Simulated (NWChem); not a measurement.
# the pair ZnHCl···BH2ClO, step by step

Wanted: the energy (singlet ZnBH3Cl2O, M06-2X/6-31G*), then the energy (singlet ZnHCl, M06-2X/6-31G*), then the energy (singlet BH2ClO, M06-2X/6-31G*), then a single-point energy (singlet ZnHCl, M06-2X/6-31G*), then the energy (singlet BH2ClO, M06-2X/6-31G*) of BCl2H3OZn and its partners. 

Program for the calculation: NWChem 7.3.0.

**1. The structure to begin with**

The species is ZnBH3Cl2O (8 atoms), meant as a singlet with charge 0. The two molecules were placed rigidly side by side, at 0.85 times their contact distance; the pair isn't optimised.

Bond lengths: Cl1–Zn2 2.102 Å, O4–B5 1.340 Å, B5–Cl6 1.766 Å, Zn2–H3 1.520 Å, O4–H7 0.963 Å, B5–H8 1.189 Å. Angles: O4–B5–Cl6 121.0°, Cl1–Zn2–H3 180.0°, O4–B5–H8 119.8°, Cl6–B5–H8 119.2°, B5–O4–H7 113.9°.

**2. A single-point energy at M06-2X/6-31G(d) (spherical functions) (run 1)**

Input file bcl2h3ozn.nw:

```
start bcl2h3ozn
title "BCl2H3OZn energy"
memory stack 880 mb heap 220 mb global 1100 mb
charge 0

geometry units bohr noautosym nocenter noautoz
  Cl  3.07123959 -1.08041312  1.54976439
  Zn -0.31231504  0.10935845 -0.15760316
  H  -2.75894345  0.97107356 -1.39216124
  O   8.49123868  0.20809664  0.18906710
  B   8.97935493 -1.09033418  2.30695876
  Cl 12.00881268 -1.02462840  3.70611198
  H   9.91871889  1.13763402 -0.45051071
  H   7.35587232 -2.30947209  3.26848920
end

basis spherical bse
  * library 6-31G*
end

dft
  xc m06-2x
  grid fine
  convergence energy 1e-08
  maxiter 100
  mulliken
  print low
end

task dft energy
```

Run with:

```sh
$ nwchem bcl2h3ozn.nw > bcl2h3ozn.out
```

The log of the run, shortened:

```text
[...]
 d= 0,ls=0.0,diis     1  -2801.2234327944 -3.19D+03  9.90D-03  6.25D-01     4.1
[...]
 d= 0,ls=0.0,diis    10  -2801.3145555693 -1.30D-09  5.34D-07  2.60D-09    28.5
         Total DFT energy =    -2801.314555569345
      One electron energy =    -4675.144060467766
           Coulomb energy =     1623.335182464620
    Exchange-Corr. energy =     -141.558835634868
 Nuclear repulsion energy =      392.053158068669
[...]
      Total Density - Mulliken Population Analysis
     ---------------------------------------------
    Atom       Charge   Shell Charges
 -----------   ------   -------------------------------------------------------
    1 Cl  17    17.40   2.00  2.00  5.98  1.38  3.60  0.57  1.86  0.01
    2 Zn  30    29.54   2.00  2.00  6.00  2.00  6.00  0.77  0.60  0.19  0.07  6.83  3.08  0.00
    3 H    1     1.06   0.48  0.58
    4 O    8     8.55   2.00  0.90  2.93  0.91  1.79  0.02
    5 B    5     4.71   2.00  0.57  1.38  0.33  0.33  0.11
    6 Cl  17    17.21   2.00  2.00  5.98  1.38  3.64  0.56  1.63  0.02
    7 H    1     0.56   0.46  0.10
    8 H    1     0.97   0.52  0.45
[...]
```

It took 29 s on 1 thread of AMD EPYC 7R13 (Zen 3), shared host; peak memory 0.12 GiB.

**3. ZnHCl: a single-point energy at M06-2X/6-31G(d) (spherical functions) (run 2)**

Input file run.nw:

```
start run
memory total 2200 mb
geometry units angstroms noautosym nocenter noautoz
   Cl       1.625230      -0.571730       0.820100
   Zn      -0.165270       0.057870      -0.083400
   H       -1.459970       0.513870      -0.736700
end
basis spherical bse
   * library 6-31G*
end
dft
   xc m06-2x
   grid fine
   convergence energy 1e-08
   maxiter 100
   mulliken
   print low
end
task dft energy
```

Run with:

```sh
$ nwchem run.nw > run.out
```

The log of the run, shortened:

```text
[...]
 d= 0,ls=0.0,diis     1  -2239.8055890757 -2.38D+03  1.36D-02  1.72D-01     1.6
[...]
 d= 0,ls=0.0,diis     8  -2239.8382655125 -6.09D-09  1.41D-06  1.43D-08     8.3
         Total DFT energy =    -2239.838265512515
      One electron energy =    -3401.013868501159
           Coulomb energy =     1119.741670949178
    Exchange-Corr. energy =      -99.881952798820
 Nuclear repulsion energy =      141.315884838286
[...]
      Total Density - Mulliken Population Analysis
     ---------------------------------------------
    Atom       Charge   Shell Charges
 -----------   ------   -------------------------------------------------------
    1 Cl  17    17.41   2.00  2.00  5.98  1.38  3.61  0.58  1.86  0.01
    2 Zn  30    29.53   2.00  2.00  6.00  2.00  6.00  0.77  0.59  0.19  0.06  6.83  3.08  0.00
    3 H    1     1.06   0.48  0.58
[...]
```

It took 9 s on 1 thread of AMD EPYC 7R13 (Zen 3), shared host; peak memory 0.11 GiB.

**4. BH2ClO: the energy at M06-2X/6-31G(d) (spherical functions) (run 3)**

Input file bclh2o.nw:

```
start bclh2o
title "BClH2O energy"
memory stack 880 mb heap 220 mb global 1100 mb
charge 0
geometry noautosym nocenter noautoz
O      4.493370     0.110120     0.100050
B      4.751670    -0.576980     1.220790
Cl     6.354790    -0.542210     1.961190
H      5.248760     0.602010    -0.238400
H      3.892560    -1.222120     1.729610
end
basis spherical bse
* library 6-31G*
end
dft
xc m06-2x
grid fine
convergence energy 1e-08
iterations 100
mulliken
noprint "final vectors analysis"
end
task dft
```

Run with:

```sh
$ nwchem bclh2o.nw > bclh2o.out
```

The log of the run, shortened:

```text
[...]
          Wavefunction type:  closed shell.
          No. of atoms     :     5
          No. of electrons :    32
[...]
          Charge           :     0
          Spin multiplicity:     1
[...]
          AO basis - number of functions:    50
[...]
              XC Information
              --------------
                       M06-2X Method XC Functional
                     Hartree-Fock (Exact) Exchange  0.540
                        M06-2X Exchange Functional  1.000
                      M06-2X Correlation Potential  1.000
[...]
 d= 0,ls=0.0,diis     1   -561.4205025256 -6.46D+02  1.44D-02  4.47D-01     0.8
[...]
 d= 0,ls=0.0,diis     8   -561.4792470824 -9.77D-09  2.51D-06  1.97D-08     4.6
         Total DFT energy =     -561.479247082378
      One electron energy =     -941.605681562636
           Coulomb energy =      337.070357383743
    Exchange-Corr. energy =      -41.665749131764
 Nuclear repulsion energy =       84.721826228279
[...]
      Total Density - Mulliken Population Analysis
     ---------------------------------------------
    Atom       Charge   Shell Charges
 -----------   ------   -------------------------------------------------------
    1 O    8     8.55   2.00  0.90  2.93  0.90  1.79  0.02
    2 B    5     4.72   2.00  0.57  1.38  0.32  0.34  0.11
    3 Cl  17    17.20   2.00  2.00  5.98  1.38  3.64  0.56  1.62  0.02
    4 H    1     0.55   0.46  0.09
    5 H    1     0.99   0.52  0.47
[...]
```

It took 5.4 s on 1 thread of AMD EPYC 7R13 (Zen 3), shared host; peak memory 0.11 GiB.

**5. ZnHCl among ghost functions: the energy at M06-2X/6-31G(d) (spherical functions, with ghost functions) (run 4)**

Input file a.nw:

```
start a
memory stack 880 mb heap 220 mb global 1100 mb
charge 0

geometry units atomic noautosym nocenter noautoz
Cl   3.07123959  -1.08041312   1.54976439
Zn  -0.31231504   0.10935845  -0.15760316
H   -2.75894345   0.97107356  -1.39216124
bqO      8.491239     0.208097     0.189067
bqB      8.979355    -1.090334     2.306959
bqCl    12.008813    -1.024628     3.706112
bqH      9.918719     1.137634    -0.450511
bqH      7.355872    -2.309472     3.268489
end

basis spherical bse
Cl library 6-31G*
Zn library 6-31G*
H library 6-31G*
bqO library O 6-31G*
bqB library B 6-31G*
bqCl library Cl 6-31G*
bqH library H 6-31G*
end

dft
xc m06-2x
grid fine
convergence energy 1e-08
maxiter 100
mulliken
print low
end

task dft energy
```

Run with:

```sh
$ nwchem a.nw > a.out
```

The log of the run, shortened:

```text
[...]
 d= 0,ls=0.0,diis     1  -2239.8061659811 -2.38D+03  7.12D-03  1.73D-01     3.6
[...]
 d= 0,ls=0.0,diis     8  -2239.8388950749 -6.87D-09  7.96D-07  1.61D-08    23.8
         Total DFT energy =    -2239.838895074853
      One electron energy =    -3400.982858248523
           Coulomb energy =     1119.707700917020
    Exchange-Corr. energy =      -99.879612342909
 Nuclear repulsion energy =      141.315874599560
[...]
      Total Density - Mulliken Population Analysis
     ---------------------------------------------
    Atom       Charge   Shell Charges
 -----------   ------   -------------------------------------------------------
    1 Cl  17    17.40   2.00  2.00  5.98  1.38  3.61  0.58  1.85  0.01
    2 Zn  30    29.53   2.00  2.00  6.00  2.00  6.00  0.77  0.60  0.18  0.06  6.83  3.08  0.00
    3 H    1     1.06   0.48  0.58
    4 X    0     0.00  -0.00 -0.00  0.00  0.00  0.00 -0.00
    5 X    0     0.00  -0.00 -0.00  0.00  0.00 -0.00 -0.00
    6 X    0    -0.00  -0.00  0.00 -0.00  0.00 -0.00 -0.00 -0.00 -0.00
    7 X    0     0.00  -0.00  0.00
    8 X    0     0.00  -0.00  0.00
[...]
```

Run time: 25 s. Hardware: 1 thread of AMD EPYC 7R13 (Zen 3), shared host; peak memory 0.12 GiB.

**6. BH2ClO among ghost functions: a single-point energy at M06-2X/6-31G(d) (spherical functions, with ghost functions) (run 5)**

Input file bclh2o.nw:

```
start bclh2o
memory stack 880 mb heap 220 mb global 1100 mb
charge 0

geometry units angstroms noautosym nocenter noautoz
O        4.493370       0.110120       0.100050
B        4.751670      -0.576980       1.220790
Cl       6.354790      -0.542210       1.961190
H        5.248760       0.602010      -0.238400
H        3.892560      -1.222120       1.729610
bqCl     1.625230    -0.571730     0.820100
bqZn    -0.165270     0.057870    -0.083400
bqH     -1.459970     0.513870    -0.736700
end

basis spherical bse
O library 6-31G*
B library 6-31G*
Cl library 6-31G*
H library 6-31G*
bqCl library Cl 6-31G*
bqZn library Zn 6-31G*
bqH library H 6-31G*
end

dft
xc m06-2x
grid fine
convergence energy 1e-08
iterations 100
mulliken
print low
end

task dft
```

Run with:

```sh
$ nwchem bclh2o.nw > bclh2o.out
```

The log of the run, shortened:

```text
[...]
 d= 0,ls=0.0,diis     1   -561.4210814606 -6.46D+02  6.92D-03  4.47D-01     3.0
[...]
 d= 0,ls=0.0,diis     8   -561.4798565647 -9.87D-09  1.22D-06  1.98D-08    22.2
         Total DFT energy =     -561.479856564741
      One electron energy =     -941.585329331300
           Coulomb energy =      337.047408901221
    Exchange-Corr. energy =      -41.663762362941
 Nuclear repulsion energy =       84.721826228279
[...]
      Total Density - Mulliken Population Analysis
     ---------------------------------------------
    Atom       Charge   Shell Charges
 -----------   ------   -------------------------------------------------------
    1 O    8     8.55   2.00  0.90  2.93  0.91  1.79  0.02
    2 B    5     4.71   2.00  0.57  1.38  0.32  0.33  0.11
    3 Cl  17    17.20   2.00  2.00  5.98  1.38  3.64  0.56  1.62  0.02
    4 H    1     0.55   0.46  0.09
    5 H    1     0.98   0.52  0.46
    6 X    0     0.01  -0.00 -0.00  0.00 -0.00 -0.00  0.00  0.01  0.00
    7 X    0     0.00  -0.00 -0.00 -0.00  0.00  0.00 -0.00 -0.00  0.00  0.00 -0.00 -0.00 -0.00
    8 X    0    -0.00  -0.00 -0.00
[...]
```

Wall time 23 s (1 thread of AMD EPYC 7R13 (Zen 3), shared host); peak memory 0.12 GiB.

**7. Summary of results**

| quantity | value |
| --- | --- |
| run 1, M06-2X/6-31G*: total energy | -2801.31456 Eh |
| ZnHCl: total energy | -2239.83827 Eh |
| BH2ClO: total energy | -561.47925 Eh |
| BH2ClO: dipole moment | 1.30 D |
| ZnHCl among ghost functions: total energy | -2239.83890 Eh |
| BH2ClO among ghost functions: total energy | -561.47986 Eh |
| interaction energy of the rigid parts ZnHCl and BH2ClO (parts in their own basis; closest atoms 2.53 Å apart) | 0.080 eV |
| interaction energy of the rigid parts ZnHCl and BH2ClO (parts in the whole basis, counterpoise; closest atoms 2.53 Å apart) | 0.114 eV |

In words: The interaction energy of the rigid parts ZnHCl and BH2ClO (parts in their own basis; closest atoms 2.53 Å apart) is 0.08 eV (7.8 kJ/mol): the parts repel at this shape. Without counterpoise this holds the superposition error of the basis. The interaction energy of the rigid parts ZnHCl and BH2ClO (parts in the whole basis, counterpoise; closest atoms 2.53 Å apart) is 0.11 eV (11.0 kJ/mol): the parts repel at this shape. The basis-set superposition error is 3.3 kJ/mol.
